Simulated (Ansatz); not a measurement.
# C₂H₇B₂N: basis-set convergence

Aim: see how fast density functionals converge with the basis set for C₂H₇B₂N.

Computed with Ansatz 0.2.0, Gaussian basis. Level: one geometry, several basis sets.

Plan: PBE0-D4/def2-SVP; ωB97M-V/def2-SVP; PBE0-D4/def2-QZVPP; ωB97M-V/def2-QZVPP; the functionals' def2-TZVPP values are taken from earlier runs.

**1. Structure used throughout**

The geometry comes from an earlier relaxation with PBE0-D4 in a triple-zeta def2 set; it is a stationary point, not always the lowest conformer.

12 atoms, charge 0, spin multiplicity 1.

Atoms are counted from 1 here; the program's logs count them from 0.

Bond lengths: B1–C2 1.514 Å, B1–H6 1.202 Å, B1–H7 1.198 Å, C2–B3 1.641 Å, C2–C5 1.544 Å, C2–H8 1.092 Å, B3–N4 1.385 Å, B3–H9 1.191 Å, N4–C5 1.456 Å, N4–H10 1.006 Å, C5–H11 1.094 Å, C5–H12 1.094 Å. Angles: C2–B1–H6 120.3°, C2–B1–H7 120.7°, H6–B1–H7 118.8°, B1–C2–B3 101.5°, B1–C2–C5 120.8°, B1–C2–H8 117.4°, B3–C2–C5 82.1°, B3–C2–H8 110.8°, C5–C2–H8 115.8°, C2–B3–N4 90.8°, C2–B3–H9 137.5°, N4–B3–H9 131.8°, B3–N4–C5 94.9°, B3–N4–H10 137.9°, C5–N4–H10 127.2°, C2–C5–N4 92.2°, C2–C5–H11 113.2°, C2–C5–H12 114.6° and more.

**2. PBE0-D4 in def2-SVP**

Contents of in.yaml:

```yaml
crystal:
  periodic: [false, false, false]
  atoms:
    - {symbol: B, position_ang: [-1.229013, -0.903374, 0.807210]}
    - {symbol: C, position_ang: [-0.692149, 0.302039, 0.065126]}
    - {symbol: B, position_ang: [0.758104, 0.520744, 0.800767]}
    - {symbol: N, position_ang: [1.419021, 0.319196, -0.400083]}
    - {symbol: C, position_ang: [0.204556, 0.128878, -1.179774]}
    - {symbol: H, position_ang: [-0.815831, -2.003668, 0.556770]}
    - {symbol: H, position_ang: [-1.995142, -0.768505, 1.718785]}
    - {symbol: H, position_ang: [-1.286240, 1.217433, 0.098540]}
    - {symbol: H, position_ang: [1.158838, 0.765254, 1.895737]}
    - {symbol: H, position_ang: [2.366173, 0.314245, -0.739438]}
    - {symbol: H, position_ang: [0.050490, 0.906920, -1.933609]}
    - {symbol: H, position_ang: [0.138093, -0.854264, -1.655932]}
basis:
  gaussian: {orbitals: def2-SVP}
hamiltonian: {xc: pbe0, dispersion: d4}
output: {orbitals: {seedname: orbitals}}
```

Launch:

```sh
$ ansatz run in.yaml --threads 4 --pin off --events-out ev --progress --plain --max-ram 10444MiB
```

After this run come: ωB97M-V in def2-SVP; PBE0-D4 in def2-QZVPP; ωB97M-V in def2-QZVPP.

Before running them: what should the planned runs give, taken together? Wanted: PBE0-D4: double and triple zeta above quadruple; ωB97M-V: double and triple zeta above quadruple.

The runs gave:

```
                                       quantity          value
PBE0-D4: double and triple zeta above quadruple  5.70, 0.30 eV
ωB97M-V: double and triple zeta above quadruple  5.98, 0.28 eV
```

What this shows: For PBE0-D4 the step from double to triple zeta gains 5.41 eV and the next only 0.30 eV. Total energies overstate the basis error of differences, where much of it tends to cancel.
